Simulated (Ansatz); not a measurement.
# Li3Ta2O: the cost of one run

Program: Ansatz 0.2.0. Level of theory: DFT PBE, scalar-relativistic, plane waves, PAW. These are calculated values, not measurements.

## (1) The starting structure

The structure is hexagonal, space group P6/mmm (No. 191). The conventional cell has a = 5.424 Å, b = 5.424 Å, c = 3.041 Å, α = 90.00°, β = 90.00°, γ = 120.00°. Li (site symmetry mmm) has 4 Ta at 2.18 Å and 6 Li at 2.71 to 3.04 Å and 4 O at 3.11 Å as nearest neighbours. Ta (site symmetry -6m2) has 6 Li at 2.18 Å and 5 Ta at 3.04 to 3.13 Å and 3 O at 3.13 Å as nearest neighbours. Around O (site symmetry 6/mmm) lie 2 O at 3.04 Å and 12 Li at 3.11 Å and 6 Ta at 3.13 Å.

Structure file:

```cif
data_structure
_symmetry_space_group_name_H-M 'P6/mmm'
_symmetry_Int_Tables_number 191
_cell_length_a 5.4245
_cell_length_b 5.4245
_cell_length_c 3.0411
_cell_angle_alpha 90.000
_cell_angle_beta 90.000
_cell_angle_gamma 120.000
_cell_volume 77.50
loop_
_atom_site_label
_atom_site_type_symbol
_atom_site_symmetry_multiplicity
_atom_site_Wyckoff_symbol
_atom_site_fract_x
_atom_site_fract_y
_atom_site_fract_z
_atom_site_occupancy
Li1 Li 3 f 0.00000 0.50000 0.00000 1
Ta1 Ta 2 d 0.33333 0.66667 0.50000 1
O1 O 1 b 0.00000 0.00000 0.50000 1
```

Recipe of the guess: species swapped into a database cell of ScB2Ir3 (P6/mmm, No. 191), with O on the Sc sites, Ta on the B sites and Li on the Ir sites. Lengths come from tabulated atomic sizes and are only a guess.

## (2) Probe: one point on a coarse mesh

Input file input.yaml:

```yaml
crystal:
  lattice:
    - [5.42449629, 0.0, 0.0]
    - [-2.71224815, 4.69775159, 0.0]
    - [0.0, 0.0, 3.04110645]
  atoms:
    - { symbol: Li, position: [0.0, 0.5, 0.0] }
    - { symbol: Li, position: [0.5, 0.0, 0.0] }
    - { symbol: Li, position: [0.5, 0.5, 0.0] }
    - { symbol: Ta, position: [0.33333333, 0.66666667, 0.5] }
    - { symbol: Ta, position: [0.66666667, 0.33333333, 0.5] }
    - { symbol: O, position: [0.0, 0.0, 0.5] }
basis:
  ecutwfc: 420
kpoints:
  mp_grid: { grid: [6, 6, 6] }
hamiltonian:
  xc: pbe
scf:
  occupations: { method: gaussian, width: 0.1 }
  lower_state_search: "off"
output:
  forces: true
  stress: true
  eigenvalues: true
```

Command:

```
> ansatz run input.yaml --threads 1 --pin off --max-ram 2560MiB --backend cpu --events-out ev --progress --plain --runs-dir out
```

What time and memory should one allow on 1 thread of Arm Neoverse N1, shared host?

About 6.1 s, with a peak of 0.41 GiB.
